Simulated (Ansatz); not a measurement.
# Na11Au4O12: the cost of one run

Program: Ansatz 0.2.0. Level of theory: DFT PBEsol, plane waves, PAW, scalar-relativistic, no spin polarisation. These are calculated values, not measurements.

### Step 1. Starting point

The cell holds 27 atoms (Au4Na11O12): a = 9.431 Å, b = 9.431 Å, c = 4.554 Å, α = 90.00°, β = 90.00°, γ = 90.00°.

Coordinates:

```
Na Au O
1.0
     9.43105    0.00000    0.00000
     0.00000    9.43105    0.00000
     0.00000    0.00000    4.55379
Na Au O
11 4 12
Direct
  0.12640 0.61991 0.00000
  0.88009 0.62640 0.50000
  0.35658 0.64342 0.50000
  0.85658 0.85658 0.00000
  0.38009 0.87360 0.00000
  0.62640 0.88009 0.50000
  0.37360 0.11991 0.50000
  0.14342 0.14342 0.00000
  0.64342 0.35658 0.50000
  0.11991 0.37360 0.50000
  0.87360 0.38009 0.00000
  0.61770 0.61770 0.00000
  0.11770 0.88230 0.50000
  0.88230 0.11770 0.50000
  0.38230 0.38230 0.00000
  0.39676 0.60324 0.00000
  0.83109 0.61676 0.00000
  0.11676 0.66891 0.50000
  0.61676 0.83109 0.00000
  0.33109 0.88324 0.50000
  0.89676 0.89676 0.50000
  0.10324 0.10324 0.50000
  0.66891 0.11676 0.50000
  0.38324 0.16891 0.00000
  0.88324 0.33109 0.50000
  0.16891 0.38324 0.00000
  0.60324 0.39676 0.00000
```

### Step 2. Run 1

80 steps of 1 fs under a Nosé-Hoover thermostat at 1200 K.

Contents of input.yaml:

```yaml
accuracy: low
crystal:
  lattice:
    - [9.431046, 0.0, 0.0]
    - [0.0, 9.431046, 0.0]
    - [0.0, 0.0, 4.553792]
  atoms:
    - { symbol: Na, position: [0.1263969, 0.6199102, 0.0] }
    - { symbol: Na, position: [0.8800898, 0.6263969, 0.5] }
    - { symbol: Na, position: [0.3565764, 0.6434236, 0.5] }
    - { symbol: Na, position: [0.8565764, 0.8565764, 0.0] }
    - { symbol: Na, position: [0.3800898, 0.8736031, 0.0] }
    - { symbol: Na, position: [0.6263969, 0.8800898, 0.5] }
    - { symbol: Na, position: [0.3736031, 0.1199102, 0.5] }
    - { symbol: Na, position: [0.1434236, 0.1434236, 0.0] }
    - { symbol: Na, position: [0.6434236, 0.3565764, 0.5] }
    - { symbol: Na, position: [0.1199102, 0.3736031, 0.5] }
    - { symbol: Na, position: [0.8736031, 0.3800898, 0.0] }
    - { symbol: Au, position: [0.617701, 0.617701, 0.0] }
    - { symbol: Au, position: [0.117701, 0.882299, 0.5] }
    - { symbol: Au, position: [0.882299, 0.117701, 0.5] }
    - { symbol: Au, position: [0.3822991, 0.3822991, 0.0] }
    - { symbol: O, position: [0.3967554, 0.6032446, 0.0] }
    - { symbol: O, position: [0.8310888, 0.6167612, 0.0] }
    - { symbol: O, position: [0.1167612, 0.6689112, 0.5] }
    - { symbol: O, position: [0.6167612, 0.8310888, 0.0] }
    - { symbol: O, position: [0.3310888, 0.8832388, 0.5] }
    - { symbol: O, position: [0.8967554, 0.8967554, 0.5] }
    - { symbol: O, position: [0.1032446, 0.1032446, 0.5] }
    - { symbol: O, position: [0.6689112, 0.1167612, 0.5] }
    - { symbol: O, position: [0.3832388, 0.1689112, 0.0] }
    - { symbol: O, position: [0.8832388, 0.3310888, 0.5] }
    - { symbol: O, position: [0.1689112, 0.3832388, 0.0] }
    - { symbol: O, position: [0.6032446, 0.3967554, 0.0] }
basis:
  ecutwfc: 420.0
kpoints:
  mp_grid: { grid: [1, 1, 2] }
hamiltonian:
  xc: pbesol
scf:
  occupations: { method: fermi_dirac, width: 0.05 }
  lower_state_search: "off"
  max_iter: 78
md:
  timestep: 1
  n_steps: 80
  ensemble: nvt_nose_hoover
  temperature: 1200.0
  initial_velocities: zero
  seed: 413834
  nose_hoover: { tau: 100.0, chain_length: 1 }
```

Started as:

```
ansatz run input.yaml --threads 1 --pin off --max-ram 3072MiB --backend cpu --events-out ev --progress --plain --runs-dir out
```

What time and memory should one allow on 1 thread of Arm Neoverse V1, shared host?

About 7.5 min, with a peak of 0.72 GiB.
